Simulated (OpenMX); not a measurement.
# TaAs (I4_1md) in OpenMX: further runs, part 2 of 2

OpenMX 3.8.5.

### Step 5. Single point, PBE, 17.74 Å³/atom (volume scaled by 1.02)

TaAs.dat reads:

```
System.CurrrentDirectory             ./
System.Name                          TaAs
DATA.PATH                            ./DFT_DATA13
level.of.stdout                      1
level.of.fileout                     0
Species.Number                       2
<Definition.of.Atomic.Species
  Ta  Ta7.0-s3p2d2           Ta_PBE13
  As  As7.0-s3p2d1           As_PBE13
Definition.of.Atomic.Species>

Atoms.Number                         4
Atoms.SpeciesAndCoordinates.Unit     FRAC
<Atoms.SpeciesAndCoordinates
    1  Ta    0.4999673000    0.4999673000    0.0000000000   6.500  6.500
    2  Ta    0.2499673000    0.7499673000    0.5000000000   6.500  6.500
    3  As    0.0826321200    0.0826321200    0.0000000000   7.500  7.500
    4  As    0.8326321200    0.3326321200    0.5000000000   7.500  7.500
Atoms.SpeciesAndCoordinates>

Atoms.UnitVectors.Unit               Ang
<Atoms.UnitVectors
    -1.7332164320    1.7332164320    5.9068032086
     1.7332164320   -1.7332164320    5.9068032086
     1.7332164320    1.7332164320   -5.9068032086
Atoms.UnitVectors>

scf.XcType                           GGA-PBE
scf.SpinPolarization                 off
scf.ElectronicTemperature            580.226
scf.maxIter                          100
scf.EigenvalueSolver                 band
scf.Kgrid                            11 11 11
scf.Mixing.Type                      rmm-diisk
scf.Init.Mixing.Weight               0.05
scf.Min.Mixing.Weight                0.001
scf.Max.Mixing.Weight                0.3
scf.Mixing.History                   25
scf.Mixing.StartPulay                8
scf.criterion                        1.0e-8
MD.Type                              nomd
scf.Ngrid                            45 45 32
scf.energycutoff                     500.0
```

Launch:

```
$ openmx TaAs.dat -nt 1 > TaAs.std
```

Run time: 3.8 min. Hardware: 1 thread of Arm Neoverse V1, shared host; peak memory 0.7 GiB.

The run converged. Its results:

```
Free energy            : -9523.2052 eV
Band gap on the k mesh : none (metal or under the smearing width)
Mulliken charges       : Ta +0.32; As -0.32 e
```

Caveat: the basis has few d functions beyond the semicore shells, which can make volumes several per cent too large; Mulliken charges move with the basis; the real-space grid is too coarse here: the forces don't sum to zero and aren't listed, and the energy moves when atoms move against the grid; the basis of atomic orbitals isn't converged, which shifts pressures, moduli and gaps.

### Step 6. Single point, PBE, 16.70 Å³/atom (volume scaled by 0.96)

Edit TaAs.dat of step 5 so:

```diff
@@ -22,5 +22,5 @@
 <Atoms.UnitVectors
-    -1.7332164320    1.7332164320    5.9068032086
-     1.7332164320   -1.7332164320    5.9068032086
-     1.7332164320    1.7332164320   -5.9068032086
+    -1.6985427614    1.6985427614    5.7886353071
+     1.6985427614   -1.6985427614    5.7886353071
+     1.6985427614    1.6985427614   -5.7886353071
 Atoms.UnitVectors>
```

Potentials or basis: OpenMX 2013 PBE set, Ta7.0-s3p2d2, As7.0-s3p2d1, fixed grid of 45 × 45 × 32 points.

Launch:

```
$ openmx TaAs.dat -nt 1 > TaAs.std
```

Run time: 4 min. Hardware: 1 thread of Arm Neoverse V1, shared host; peak memory 0.74 GiB.

It converged, with:

```
Free energy            : -9522.7882 eV
Band gap on the k mesh : none (metal or under the smearing width)
Mulliken charges       : Ta +0.30; As -0.30 e
```

Caveat: the basis has few d functions beyond the semicore shells, which can make volumes several per cent too large; Mulliken charges move with the basis; the real-space grid is too coarse here: the forces don't sum to zero and aren't listed, and the energy moves when atoms move against the grid; the basis of atomic orbitals isn't converged, which shifts pressures, moduli and gaps.

### Step 7. Single point, PBE, 18.09 Å³/atom (volume scaled by 1.04)

Edit TaAs.dat of step 6 so:

```diff
@@ -22,5 +22,5 @@
 <Atoms.UnitVectors
-    -1.6985427614    1.6985427614    5.7886353071
-     1.6985427614   -1.6985427614    5.7886353071
-     1.6985427614    1.6985427614   -5.7886353071
+    -1.7444713995    1.7444713995    5.9451601484
+     1.7444713995   -1.7444713995    5.9451601484
+     1.7444713995    1.7444713995   -5.9451601484
 Atoms.UnitVectors>
```

Launch:

```
$ openmx TaAs.dat -nt 1 > TaAs.std
```

Run time: 3.7 min. Hardware: 1 thread of Arm Neoverse V1, shared host; peak memory 0.69 GiB.

It converged, with:

```yaml
Free_energy: -9523.2751 eV
Band_gap_on_the_k_mesh: none (metal or under the smearing width)
Mulliken_charges: Ta +0.32; As -0.32 e
```

Caveat: the basis has few d functions beyond the semicore shells, which can make volumes several per cent too large; Mulliken charges move with the basis; the real-space grid is too coarse here: the forces don't sum to zero and aren't listed, and the energy moves when atoms move against the grid; the basis of atomic orbitals isn't converged, which shifts pressures, moduli and gaps.

### Step 8. Single point, PBE, 16.35 Å³/atom (volume scaled by 0.94)

Edit TaAs.dat of step 7 so:

```diff
@@ -22,5 +22,5 @@
 <Atoms.UnitVectors
-    -1.7444713995    1.7444713995    5.9451601484
-     1.7444713995   -1.7444713995    5.9451601484
-     1.7444713995    1.7444713995   -5.9451601484
+    -1.6866644514    1.6866644514    5.7481540155
+     1.6866644514   -1.6866644514    5.7481540155
+     1.6866644514    1.6866644514   -5.7481540155
 Atoms.UnitVectors>
```

Launch:

```
$ openmx TaAs.dat -nt 1 > TaAs.std
```

It took 4.2 min on 1 thread of Arm Neoverse V1, shared host; peak memory 0.75 GiB.

It converged, with:

```yaml
Free_energy: -9522.5676 eV
Band_gap_on_the_k_mesh: none (metal or under the smearing width)
Mulliken_charges: Ta +0.29; As -0.29 e
```

Caveat: the basis has few d functions beyond the semicore shells, which can make volumes several per cent too large; Mulliken charges move with the basis; the real-space grid is too coarse here: the forces don't sum to zero and aren't listed, and the energy moves when atoms move against the grid; the basis of atomic orbitals isn't converged, which shifts pressures, moduli and gaps.

### Step 9. Single point, PBE, 18.44 Å³/atom (volume scaled by 1.06)

Edit TaAs.dat of step 8 so:

```diff
@@ -22,5 +22,5 @@
 <Atoms.UnitVectors
-    -1.6866644514    1.6866644514    5.7481540155
-     1.6866644514   -1.6866644514    5.7481540155
-     1.6866644514    1.6866644514   -5.7481540155
+    -1.7555829819    1.7555829819    5.9830284314
+     1.7555829819   -1.7555829819    5.9830284314
+     1.7555829819    1.7555829819   -5.9830284314
 Atoms.UnitVectors>
```

Potentials or basis: OpenMX 2013 PBE set, Ta7.0-s3p2d2, As7.0-s3p2d1, fixed grid of 45 × 45 × 32 points.

Launch:

```
$ openmx TaAs.dat -nt 1 > TaAs.std
```

Run time: 3.8 min. Hardware: 1 thread of Arm Neoverse V1, shared host; peak memory 0.68 GiB.

Results (log left out):

| Item | Value |
| --- | --- |
| Free energy | -9523.3156 eV |
| Band gap on the k mesh | none (metal or under the smearing width) |
| Mulliken charges | Ta +0.33; As -0.33 e |

Caveat: the basis has few d functions beyond the semicore shells, which can make volumes several per cent too large; Mulliken charges move with the basis; the real-space grid is too coarse here: the forces don't sum to zero and aren't listed, and the energy moves when atoms move against the grid; the basis of atomic orbitals isn't converged, which shifts pressures, moduli and gaps.

### Step 10. Equation of state, PBE

This step only gathers the single runs of the series.

Results (log left out):

| Property | Result |
| --- | --- |
| Equilibrium volume | 18.81 Å³/atom (rough: see the caveat) |
| Bulk modulus at fixed shape and positions | 150 GPa (rough) |

Energy against volume, from the lowest point:
| volume (Å³/atom) | energy (meV/atom) |
| --- | --- |
| 16.353 | 186.98 |
| 16.700 | 131.84 |
| 17.048 | 87.57 |
| 17.396 | 53.14 |
| 17.744 | 27.58 |
| 18.092 | 10.11 |
| 18.440 | 0.00 |

Caveat: the basis has few d functions beyond the semicore shells, which can make volumes several per cent too large; the minimum lies outside the volumes run; volumes in these bases differ from converged ones by about 1 %, for some elements by several; the cell was scaled at fixed shape and fractional positions, which overstates the stiffness of a crystal with free parameters, most of all of layers and chains; the basis of atomic orbitals isn't converged, which shifts pressures, moduli and gaps. The run has no spin-orbit coupling, so splittings on Ta are missing.
